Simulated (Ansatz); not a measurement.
# H6S2SiSn, SMILES S[SiH2][SnH2][SH]: a rigid scan of one bond length

Computed with Ansatz's Python interface.

Script `h6s2sisn.py`:
```python
"""Potential curve of H6S2SiSn along one bond."""

import ansatz as az
from ase import Atoms
import numpy as np

atoms = Atoms(["S", "Si", "Sn", "S", "H", "H", "H", "H", "H", "H"], positions=[
    [-2.243, 0.9632, 0.7528],
    [-0.1585, 1.036, 0.9356],
    [0.7518, -1.121, 0.0512],
    [0.0545, -1.4634, -2.1881],
    [-2.2075, 0.8052, -0.6679],
    [0.3907, 2.1728, 0.1515],
    [0.2372, 1.2037, 2.3554],
    [2.5717, -1.0216, 0.0518],
    [0.2611, -2.4255, 1.1291],
    [0.4251, -0.2005, -2.5685],
])
system = az.Crystal.molecule_from_ase(atoms)

symbols = [site.symbol for site in system.cartesian_sites]
start = np.array([site.position_ang for site in system.cartesian_sites])
axis = (start[2] - start[1]) / np.linalg.norm(start[2] - start[1])
moving = [2, 3, 7, 8, 9]
lengths, energies = [2.202, 2.302, 2.403, 2.503, 2.603, 2.703, 2.803, 2.953], []
for length in lengths:
    xyz = start.copy()
    xyz[moving] += (length - np.linalg.norm(start[2] - start[1])) * axis
    point = az.Crystal.molecule()
    for symbol, place in zip(symbols, xyz):
        point = point.atom(symbol, place.tolist())
    calc = point.calculation().basis(gaussian="def2-SVP").functional("B3LYP")
    r = calc.run().report
    energies.append(r["free_energy_ev"])
    print(f"r = {length:6.3f} A  E = {energies[-1]:.5f} eV  <S^2> = {abs(r['mean_field']['state']['spin_squared']):.3f}")

# quartic fit about the minimum
fit = np.polynomial.Polynomial.fit(lengths, np.array(energies) - min(energies), 4).convert()
roots = [r.real for r in fit.deriv().roots() if abs(r.imag) < 1e-9 and fit.deriv(2)(r.real) > 0]
r_e = min(roots, key=lambda r: abs(r - lengths[int(np.argmin(energies))]))
print(f"minimum of the fit at {r_e:.4f} A, force constant {fit.deriv(2)(r_e):.2f} eV/A^2")
```

```console
$ python h6s2sisn.py
r =  2.202 A  E = -35471.48425 eV  <S^2> = 0.000
r =  2.302 A  E = -35472.01227 eV  <S^2> = 0.000
r =  2.403 A  E = -35472.33012 eV  <S^2> = 0.000
r =  2.503 A  E = -35472.49041 eV  <S^2> = 0.000
r =  2.603 A  E = -35472.54027 eV  <S^2> = 0.000
r =  2.703 A  E = -35472.51148 eV  <S^2> = 0.000
r =  2.803 A  E = -35472.42753 eV  <S^2> = 0.000
r =  2.953 A  E = -35472.23507 eV  <S^2> = 0.000
minimum of the fit at 2.6095 A, force constant 7.49 eV/A^2
```

What to keep in mind:
- Total energies depend on the basis set; only differences at equal settings carry meaning.
- The rest of the molecule is held rigid at a force-field or estimated start geometry, and the basis set is modest; single-reference methods fail as a bond breaks.
- def2 sets replace the cores of elements past krypton by effective core potentials.
- b3lyp holds the VWN-RPA fit, as in Gaussian; the form of ORCA and Turbomole is b3lyp5.
- The orbitals are restricted, so S² is zero by construction.
- Wall time of the script: 33 s on 1 thread of Arm Neoverse V2, on a shared host, peak memory 0.33 GiB.
